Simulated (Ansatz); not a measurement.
# GeNH+ (quartet): the correlation ladder, cc-pVDZ

How much of the correlation energy of GeNH+ (quartet) does each wave-function method recover here?

Method: cc-pVDZ, core rule «outside noble gas», up to 15 orbitals frozen; program: Ansatz 0.2.0, Gaussian basis.

Plan: UHF; CCSD(T) on ROHF; CCSD(T) on UHF; BCCD(T) on ROHF; CISD; CCSDT(Q) on ROHF; CCSDT(Q) on UHF; CCSDTQ on ROHF; CCSDTQ on UHF; CASSCF and MRCISD+Q, 9 electrons in 9 orbitals; CASSCF and NEVPT2, 9 electrons in 9 orbitals.

4 further runs of the same task are left out: 4 set aside as unsound or not needed.

## 1. What is computed

The geometry is a PBE0/def2-TZVP stationary point (not a proven minimum) of the parent state, kept for this charge and spin. No spin-orbit coupling is included. The filled d shell of Ge may be among the frozen orbitals whatever the setting's name suggests; the logs give the count.

3 atoms, charge 1, spin multiplicity 4.

Atoms are counted from 1 here; the program's logs count them from 0.

Bond lengths: Ge1–N2 1.890 Å, N2–H3 1.024 Å. Angles: Ge1–N2–H3 119.0°.

## 2. UHF

in.yaml

```yaml
crystal:
  periodic: [false, false, false]
  atoms:
    - {symbol: Ge, position_ang: [0.000000, 0.014250, 0.329308]}
    - {symbol: N, position_ang: [0.000000, -0.126443, -1.555498]}
    - {symbol: H, position_ang: [0.000000, 0.730143, -2.116709]}
basis:
  gaussian: {orbitals: cc-pVDZ}
total_charge: 1
magnetization: {spin_polarized: true, initial_magnetization: 3}
hamiltonian: {xc: hf}
output: {orbitals: {seedname: orbitals}}
```

On the command line:

```console
$ ansatz run in.yaml --threads 1 --pin off --events-out ev --progress --plain --max-ram 4096MiB --backend cpu
```

After this run come: CCSD(T) on ROHF; CCSD(T) on UHF; BCCD(T) on ROHF; CISD; CCSDT(Q) on ROHF; CCSDT(Q) on UHF; CCSDTQ on ROHF; CCSDTQ on UHF; CASSCF and MRCISD+Q, 9 electrons in 9 orbitals; CASSCF and NEVPT2, 9 electrons in 9 orbitals.

Q: Predict the results of all the runs planned. Wanted: UCCSDTQ below the RHF energy; RMP2 from UCCSDTQ; UMP2 from UCCSDTQ; RCCSD from UCCSDTQ; RCCSD(T) from UCCSDTQ; UCCSD(T) from UCCSDTQ; RCCSDT(Q) from UCCSDTQ; UCCSDT(Q) from UCCSDTQ; NEVPT2 valence from UCCSDTQ.

The runs gave:

```
                         quantity                                                                               value
     UCCSDTQ below the RHF energy                                                                          -5.3774 eV
                RMP2 from UCCSDTQ                                                                         +1105.5 meV
                UMP2 from UCCSDTQ                                                                         +1095.0 meV
               RCCSD from UCCSDTQ                                                                          +164.3 meV
            RCCSD(T) from UCCSDTQ                                                                           +43.8 meV
            UCCSD(T) from UCCSDTQ                                                                           +36.8 meV
           RCCSDT(Q) from UCCSDTQ                                                                            +8.1 meV
           UCCSDT(Q) from UCCSDTQ                                                                            +0.3 meV
      NEVPT2 valence from UCCSDTQ                                                                          +788.6 meV
    MRCISD+Q valence from UCCSDTQ                                                                           +36.1 meV
levels within 1 kcal/mol (43 meV)  UCCSD(T), BCCD(T), RCCSDT, UCCSDT, RCCSDT(Q), UCCSDT(Q), RCCSDTQ, MRCISD+Q valence
                    T1 diagnostic                                                                               0.046
   effectively unpaired electrons                                                                                3.03
```

In words: RCCSD(T) lands +43.8 meV from the yardstick (0.8 % of the correlation energy). The occupations are near whole numbers, but T1 = 0.046 shows that the orbitals relax strongly. Of the multireference levels listed MRCISD+Q valence comes nearest in total energy (+36.1 meV), which doesn't show that its space is the better one. These misses are within one basis, not against nature; the frozen cores of restricted and unrestricted runs differ, which can shift their rows.
